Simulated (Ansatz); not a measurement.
# CuHO: the cost of one run

Method: def2-QZVPP, core rule «outside noble gas», up to 10 orbitals frozen; program: Ansatz 0.2.0, Gaussian basis.

The runs, in order: UHF; ROHF; CCSD(T) on UHF.

2 further runs of the same task are left out: 2 set aside as unsound or not needed.

## (1) The system

The geometry is a PBE0/def2-TZVP stationary point (not a proven minimum) of the parent state, kept for this charge and spin.

3 atoms, charge 0, spin multiplicity 3.

Atoms are counted from 1 here; the program's logs count them from 0.

Bond lengths: Cu1–O2 1.785 Å, O2–H3 0.961 Å. Angles: Cu1–O2–H3 109.0°.

Coordinates:

```
Cu    0.00000    0.01466    0.38067
O     0.00000   -0.10727   -1.40019
H     0.00000    0.77850   -1.77402
```

## (2) UHF

Contents of in.yaml:

```yaml
crystal:
  periodic: [false, false, false]
  atoms:
    - {symbol: Cu, position_ang: [0.000000, 0.014661, 0.380674]}
    - {symbol: O, position_ang: [0.000000, -0.107274, -1.400192]}
    - {symbol: H, position_ang: [0.000000, 0.778503, -1.774019]}
basis:
  gaussian: {orbitals: "def2-QZVPP.json"}
magnetization: {spin_polarized: true, initial_magnetization: 2}
hamiltonian: {xc: hf}
output: {orbitals: {seedname: orbitals}}
```

On the command line:

```
$ ansatz run in.yaml --threads 1 --pin off --events-out ev --progress --plain --max-ram 4096MiB --backend cpu
```

Q: Estimate wall time and peak memory on 1 thread of AMD EPYC 7R13, shared host.

About 42 s, with a peak of 0.53 GiB.
